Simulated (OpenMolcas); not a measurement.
# Pd²⁺ among point charges: CASSCF levels and susceptibility

How does a field of 6 point charges split the states of Pd²⁺, and what χT follows?

Program: OpenMolcas 26.06. Level of theory: state-averaged CASSCF, spin-orbit coupling by RASSI with atomic mean-field integrals. These are calculated values, not measurements, unless marked.

1 further run of the same task is left out (it didn't finish).

## Step 1: The atom as given

```
Species                           : Pd²⁺ (palladium, Z = 46, 44 electrons)
Basis                             : ANO-RCC-VDZP [6s5p3d1f], 43 functions
Scalar Hamiltonian                : DKH2, point nucleus
Inactive shells                   : 1s 2s 2p 3s 3p 3d 4s 4p
Active space                      : 8 electrons in 5 orbitals (4d)
Some configurations of this space : 4d⁸
Orbitals                          : optimised for each spin and parity, averaged over all roots
```

Outer shells as boxes (Hund's rule):

4d8
```
4d [↑↓][↑↓][↑↓][↑ ][↑ ]
```

The ion sits among 6 point charges of -1.5 e arranged as a trigonal prism (D3h), 1.92 Å from the ion, with a polar angle of 57.9° against the regular 49.1°. The active orbitals were held to one l.

The work runs as a chain of OpenMolcas steps in one folder; each step below is one input file. Labels, J, g values, rates, χT and fits are worked out afterwards by a script from the matrices that RASSI stores.

## Step 2: Basis and integrals

Contents of a.inp:

```
&GATEWAY
Coord
1

Pd 0.0 0.0 0.0
Basis=ANO-RCC-VDZP
Group=NoSym
NoMove
AngMom=0.0 0.0 0.0
AMFI
XField
6 Angstrom 0
1.627150 0.000000 1.019206 -1.500000
-0.813575 1.409154 1.019206 -1.500000
-0.813575 -1.409154 1.019206 -1.500000
1.627150 0.000000 -1.019206 -1.500000
-0.813575 1.409154 -1.019206 -1.500000
-0.813575 -1.409154 -1.019206 -1.500000
&SEWARD
```

Launch:

```bash
> OMP_NUM_THREADS=1 MOLCAS_MEM=1689 MOLCAS_PROJECT=a pymolcas a.inp > a.log
```

## Step 3: Reference wave functions, triplets, 10 roots

Contents of a.inp:

```
&RASSCF
FileOrb=start.orb
Symmetry=1
Spin=3
nActEl=8 0 0
Inactive=18
Ras2=5
CIRoot=10 10 1
SDav=10
CIMx=300
Iter=120 100
PrWF=0.3
OrbListing=Nothing
MaxOrb=0
SupSym
1
15 10 11 12 13 14 19 20 21 22 23 32 33 34 35 36
>>> COPY $Project.JobIph JOB001
```

start.orb holds the contracted functions of the basis, ordered by shell, or the orbitals of the step before.

## Step 4: CASSCF: singlets, 15 roots

Contents of a.inp:

```
&RASSCF
FileOrb=start.orb
Symmetry=1
Spin=1
nActEl=8 0 0
Inactive=18
Ras2=5
CIRoot=15 15 1
SDav=15
CIMx=300
Iter=120 100
PrWF=0.3
OrbListing=Nothing
MaxOrb=0
SupSym
1
15 10 11 12 13 14 19 20 21 22 23 32 33 34 35 36
>>> COPY $Project.JobIph JOB002
```

## Step 5: State interaction with spin-orbit coupling

Contents of a.inp:

```
&RASSI
NrOfJobIphs=2 10 15
1 2 3 4 5 6 7 8 9 10
1 2 3 4 5 6 7 8 9 10 11 12 13 14 15
IphNames
JOB001
JOB002
EJob
SpinOrbit
DIPRint=1.0
SOCoupling=1000.0
Subsets=2
Property=9
'ANGMOM' 1 'ANGMOM' 2 'ANGMOM' 3 'MLTPL  1' 1 'MLTPL  1' 2 'MLTPL  1' 3
'AMFI' 1 'AMFI' 2 'AMFI' 3
SOProperty=3
'ANGMOM' 1 'ANGMOM' 2 'ANGMOM' 3
```

Q: Predict the outcome of this session. Wanted: spin-free ground state; first state of the same spin within the active space; lowest level; next level.

The runs gave:

| quantity | value |
| --- | --- |
| method | CASSCF |
| spin-free ground state | triplet, 2-fold in its orbital part |
| first state of the same spin within the active space | 3A2 at 398 cm⁻¹ |
| lowest level | 2-fold E, g = 0.00, 0.00, 9.99 |
| next level | 1075.7 cm⁻¹ |
| χT at 300 K | 3.26 cm³ K/mol |
| effective moment at 300 K | 5.11 μB |

The spin-free ground state (triplet) comes to 100 % from free-ion F terms and keeps the highest spin of the shell. χT at 300 K is 3.26, against 1.00 cm³ K/mol for the spin alone, so orbital moment adds to it. The field of point charges can differ much from that of real complexes. This is an electrostatic model: the charges have no orbitals.
